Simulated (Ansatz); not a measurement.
**CH₄Cl₃NSi: one species, many methods**

An exercise on one series of results from a longer session: the logs are not shown, and one member is left open.

Computed with Ansatz 0.2.0, Gaussian basis. Level: functionals in def2-TZVPP, the program's frozen cores in correlated methods.

Plan: LDA (SPW92), PBE-D4, revPBE-D4, BLYP-D4, r2SCAN-D4, B97M-V, PBE0-D4, B3LYP-D4, r2SCANh-D4, r2SCAN0-D4, HSE06-D4, BHLYP-D4, CAM-B3LYP-D4, LC-ωPBE, ωB97X-V, ωB97M-V, B2PLYP, PBE-QIDH; CCSD(T)/def2-SVP; CCSD(T)/def2-TZVPP; MP2/def2-QZVPP; extrapolation to the limit; RPA on PBE.

### The geometry

The geometry comes from an earlier relaxation with PBE0-D4 in a triple-zeta def2 set; it is a stationary point, not always the lowest conformer.

10 atoms, charge 0, spin multiplicity 1.

Atoms are counted from 1 here; the program's logs count them from 0.

Bond lengths: C1–N2 1.450 Å, C1–H7 1.092 Å, C1–H8 1.095 Å, C1–H9 1.092 Å, N2–Si3 1.680 Å, N2–H10 1.007 Å, Si3–Cl4 2.044 Å, Si3–Cl5 2.032 Å, Si3–Cl6 2.036 Å. Angles: N2–C1–H7 110.5°, N2–C1–H8 112.7°, N2–C1–H9 109.6°, H7–C1–H8 108.7°, H7–C1–H9 107.2°, H8–C1–H9 107.9°, C1–N2–Si3 125.2°, C1–N2–H10 115.2°, Si3–N2–H10 117.3°, N2–Si3–Cl4 114.2°, N2–Si3–Cl5 107.5°, N2–Si3–Cl6 110.4°, Cl4–Si3–Cl5 108.4°, Cl4–Si3–Cl6 105.7°, Cl5–Si3–Cl6 110.6°.

The first run:

Input file in.yaml:

```yaml
crystal:
  periodic: [false, false, false]
  atoms:
    - {symbol: C, position_ang: [0.362661, -1.199626, 0.755704]}
    - {symbol: N, position_ang: [0.649575, -0.077052, -0.115897]}
    - {symbol: Si, position_ang: [-0.464403, 1.085464, -0.595751]}
    - {symbol: Cl, position_ang: [-2.031157, 0.346353, -1.680231]}
    - {symbol: Cl, position_ang: [0.523826, 2.443451, -1.739279]}
    - {symbol: Cl, position_ang: [-1.295599, 1.986267, 1.030059]}
    - {symbol: H, position_ang: [1.222978, -1.420215, 1.391636]}
    - {symbol: H, position_ang: [0.092920, -2.105199, 0.202472]}
    - {symbol: H, position_ang: [-0.470552, -0.948709, 1.414685]}
    - {symbol: H, position_ang: [1.492851, -0.161834, -0.660298]}
basis:
  gaussian: {orbitals: def2-TZVPP}
hamiltonian: {xc: lda}
output: {orbitals: {seedname: orbitals}}
```

The run is started by

```
> ansatz run in.yaml --threads 8 --pin off --events-out ev --progress --plain --max-ram 18278MiB
```

Among the steps run: LDA; PBE-D4 (GGA); revPBE-D4 (GGA); BLYP-D4 (GGA); r2SCAN-D4 (meta-GGA); B97M-V (meta-GGA); B3LYP-D4 (hybrid); r2SCANh-D4 (hybrid); r2SCAN0-D4 (hybrid); HSE06-D4 (hybrid); BHLYP-D4 (hybrid); CAM-B3LYP-D4 (range-separated); LC-ωPBE (range-separated); ωB97X-V (range-separated); ωB97M-V (range-separated); B2PLYP (double hybrid); PBE-QIDH (double hybrid).

One table of the session follows, with a row left open; its other results are not shown here.

It belongs to the step «Orbital energies across the functionals». 

```
  functional  HOMO (eV)  gap (eV)
 LDA (SPW92)      -6.37      5.39
      PBE-D4      -6.22      5.51
   revPBE-D4          ?         ?
     BLYP-D4      -6.09      5.48
   r2SCAN-D4      -6.52      6.22
      B97M-V      -6.62      6.36
     PBE0-D4      -7.64      7.95
    B3LYP-D4      -7.39      7.42
  r2SCANh-D4      -7.05      7.10
  r2SCAN0-D4      -7.85      8.41
    HSE06-D4      -7.24      7.16
    BHLYP-D4      -8.97     10.26
CAM-B3LYP-D4      -9.05     10.41
     LC-ωPBE     -10.46     13.13
     ωB97X-V     -10.08     12.58
     ωB97M-V      -9.96     12.09
```

Q: Estimate the row for revPBE-D4 from the others.

As computed: HOMO (eV): -6.17; gap (eV): 5.56. In the column «HOMO (eV)» it lies between PBE-D4 (-6.22) and BLYP-D4 (-6.09).
